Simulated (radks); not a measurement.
# S¹²⁺ in [He] 2s2: an all-electron calculation

An exercise on one series of results from a longer session: the logs are not shown, and one member is left open.

Program: radks (a radial shooting solver on a logarithmic mesh, Libxc functionals) version 1. Level of theory: scalar-relativistic Kohn-Sham, r2SCAN, spin-polarised, spherical densities, finite nucleus. These are calculated values, not measurements, unless marked.

## The atom as given

```
element            : sulfur (Z = 16)
charge             : +12
electrons          : 4
configuration      : [He] 2s2
nuclear rms radius : 3.2611 fm
```

The outer shells:

S¹²⁺
```
[He] core
2s [↑↓]
```

Set-up of the first run:

Input:

```text
Z 16
configuration [He] 2s2 2p0 3s0 3d0
relativity scalar-relativistic
functional r2scan,r2scan
spin polarised
nucleus finite rms 3.2611 fm
c 137.035999084
```

The run is started by

```bash
$ python run_ks.py task.json out
```

The same process makes all the runs of this session.

One table of the session follows, with a row left open; its other results are not shown here.

It belongs to the step «Orbitals and density». Sizes of the orbitals, from the radial functions (bohr):

| level | <r> | outermost maximum (interpolated) | 90 % within | nodes |
| --- | --- | --- | --- | --- |
| 1s | 0.09598 | 0.0631 | 0.171 | 0 |
| 2s | 0.4131 | 0.355 | 0.631 | 1 |
| 2p | ? | ? | ? | ? |
| 3s | 0.9589 | 0.906 | 1.40 | 2 |
| 3d | 0.7756 | 0.660 | 1.17 | 0 |

**Question.** Estimate the row for 2p.

The run gave: <r>: 0.3600; outermost maximum (interpolated): 0.286; 90 % within: 0.579; nodes: 0. In the column «<r>» it lies between 1s (0.09598) and 2s (0.4131).
